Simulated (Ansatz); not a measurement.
# GeH3Si: the cost of one run

Method: cc-pVDZ, all electrons in the functionals, frozen cores in the correlation of double hybrids and RPA; program: Ansatz 0.2.0, Gaussian basis.

Plan: wB97M-V, HSE06, B2PLYP, RPA-PBE, at charge 0, doublet; charge 0, quartet; charge 1, singlet; charge 1, triplet; displaced geometry v1; displaced geometry v2 (not every functional at every point).

21 further runs of the same task are left out: 2 for a mislabelled method, 9 that didn't finish, 10 set aside as unsound or not needed.

## Step 1: What is computed

The geometry is a PBE0/def2-TZVP stationary point (not a proven minimum). No spin-orbit coupling is included. The filled d shell of Ge may be among the frozen orbitals whatever the setting's name suggests; the logs give the count.

5 atoms, charge 0, spin multiplicity 2.

Atoms are counted from 1 here; the program's logs count them from 0.

Bond lengths: Si1–Ge2 2.352 Å, Si1–H3 1.492 Å, Si1–H4 1.492 Å, Ge2–H5 1.595 Å. Angles: Ge2–Si1–H3 129.6°, Ge2–Si1–H4 123.5°, H3–Si1–H4 106.9°, Si1–Ge2–H5 86.6°.

Geometry (Å):

```xyz
5

Si    0.0000    0.0181    1.6516
Ge    0.0000   -0.0284   -0.7002
H     0.0000    1.1857    2.5806
H     0.0000   -1.2094    2.4992
H     0.0000    1.5656   -0.6371
```

No dispersion term is added; wB97M-V holds VV10 nonlocal correlation. HSE06 is the plane-wave form.

The geometry shown and the zero of energy belong to the point charge 0, doublet. The yardstick, UCCSDT(Q), and other wave-function levels (R restricted, U unrestricted, valence and pair active spaces) come from earlier runs.

## Step 2: wB97M-V, charge 0, doublet

Input file in.yaml:

```yaml
crystal:
  periodic: [false, false, false]
  atoms:
    - {symbol: Si, position_ang: [0.000000, 0.018056, 1.651607]}
    - {symbol: Ge, position_ang: [0.000000, -0.028376, -0.700224]}
    - {symbol: H, position_ang: [0.000000, 1.185718, 2.580640]}
    - {symbol: H, position_ang: [0.000000, -1.209392, 2.499223]}
    - {symbol: H, position_ang: [0.000000, 1.565561, -0.637062]}
basis:
  gaussian: {orbitals: cc-pVDZ}
magnetization: {spin_polarized: true, initial_magnetization: 1}
hamiltonian: {xc: {name: wB97M-V}}
output: {forces: true, orbitals: {seedname: orbitals}}
```

Started as:

```console
ansatz run in.yaml --threads 1 --pin off --events-out ev --progress --plain --max-ram 2393MiB
```

What time and memory should one allow on 1 thread of Arm Neoverse V1, shared host?

About 17 s, with a peak of 0.26 GiB.
